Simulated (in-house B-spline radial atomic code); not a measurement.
# Ce³³⁺: excited configurations

Aim: the energies of several excited configurations of Ce³³⁺ above a reference configuration, each from its own self-consistent run.

The numbers are computed with in-house B-spline radial atomic code version 1 (Dirac-Hartree-Fock, average of configuration, Fermi nucleus, basis-set limit), except any that are marked as measured or tabulated.

## (1) What is computed

| Item | Value |
| --- | --- |
| element | cerium (Z = 58) |
| charge | +33 |
| electrons | 25 |
| configuration | [Ar] 3d7 |
| Hamiltonian | Dirac-Coulomb |
| nucleus | Fermi, rms radius 4.877 fm |

Outer shells as boxes (Hund's rule):

[Ar] 3d7
```
[Ar] core
3d [↑↓][↑↓][↑ ][↑ ][↑ ]
```

The boxes draw the filling by Hund's rule, which heavy ions in jj coupling don't follow; these runs average over all states of the configuration.

Settings, as recorded:

```ini
Z = 58
electrons = 25.0
configuration = [Ar] 3d7
hamiltonian = dirac
method = hf
spin_polarised = False
nucleus = fermi
rms_radius = 4.8771
mass_number = 140
atomic_mass = 139.905448433
speed_of_light = 137.035999084
```

This reference run was done before. Its total energy is -8165.929791 hartree, and its levels are (the highest eight at most):

```csv
orbital,occupation,energy (eV),<r> (bohr)
2s1/2,2,-8010.78,0.1041
2p1/2,2,-7633.76,0.08759
2p3/2,4,-7181.88,0.09365
3s1/2,2,-2714.47,0.2675
3p1/2,2,-2556.40,0.2564
3p3/2,4,-2457.43,0.2668
3d3/2,2.8,-2211.08,0.2355
3d5/2,4.2,-2189.40,0.2388
```

## (2) Configuration [Ar] 3d6 7f1

Settings, as recorded:

```ini
Z = 58
electrons = 25.0
configuration = [Ar] 3d6 7f1
hamiltonian = dirac
method = hf
spin_polarised = False
nucleus = fermi
rms_radius = 4.8771
mass_number = 140
atomic_mass = 139.905448433
speed_of_light = 137.035999084
```

## (3) Run with [Ar] 3d6 7g1

The settings differ from step 2 so:

```diff
@@ -2,3 +2,3 @@
 electrons = 25.0
-configuration = [Ar] 3d6 7f1
+configuration = [Ar] 3d6 7g1
 hamiltonian = dirac
```

## (4) Configuration [Ar] 3d6 5s1

The settings differ from step 3 so:

```diff
@@ -2,3 +2,3 @@
 electrons = 25.0
-configuration = [Ar] 3d6 7g1
+configuration = [Ar] 3d6 5s1
 hamiltonian = dirac
```

## (5) [Ar] 3d6 4s1

The settings differ from step 4 so:

```diff
@@ -2,3 +2,3 @@
 electrons = 25.0
-configuration = [Ar] 3d6 5s1
+configuration = [Ar] 3d6 4s1
 hamiltonian = dirac
```

## (6) Configuration [Ar] 3d6 5d1

The settings differ from step 5 so:

```diff
@@ -2,3 +2,3 @@
 electrons = 25.0
-configuration = [Ar] 3d6 4s1
+configuration = [Ar] 3d6 5d1
 hamiltonian = dirac
```

Q: How far above the reference does each configuration lie (order and size, in eV)?

The runs gave:

| net move | configuration | energy above the reference (eV) | with Breit, QED, recoil (eV) | largest <r> (bohr) |
| --- | --- | --- | --- | --- |
| 3d → 4s | [Ar] 3d6 4s1 | 875.80 | 875.96 | 0.531 |
| 3d → 5s | [Ar] 3d6 5s1 | 1405.31 | 1404.79 | 0.883 |
| 3d → 5d | [Ar] 3d6 5d1 | 1496.57 | 1495.63 | 0.911 |
| 3d → 7f | [Ar] 3d6 7f1 | 1864.63 | 1863.54 | 1.92 |
| 3d → 7g | [Ar] 3d6 7g1 | 1872.19 | 1871.09 | 1.85 |

Quantum defects of the promoted electron, δ = n − ζ/√(−2ε) with ζ = 34 and ε its orbital energy in hartree:

| promotion | δ |
| --- | --- |
| 3d → 4s | 0.547 |
| 3d → 5s | 0.537 |
| 3d → 5d | 0.254 |
| 3d → 7f | 0.099 |
| 3d → 7g | 0.019 |

At the bottom stands 3d → 4s (875.80 eV), at the top 3d → 7g (1872.19 eV). Of those tabulated, the defect is largest for 4s (0.55) and least for 7g (0.02); at this charge much of the defect is relativistic. Two partly filled shells share a symmetry and can mix in the average, which may lower the energy, for: 3d → 5d. These are averages over configurations, without correlation, not spectroscopic levels.
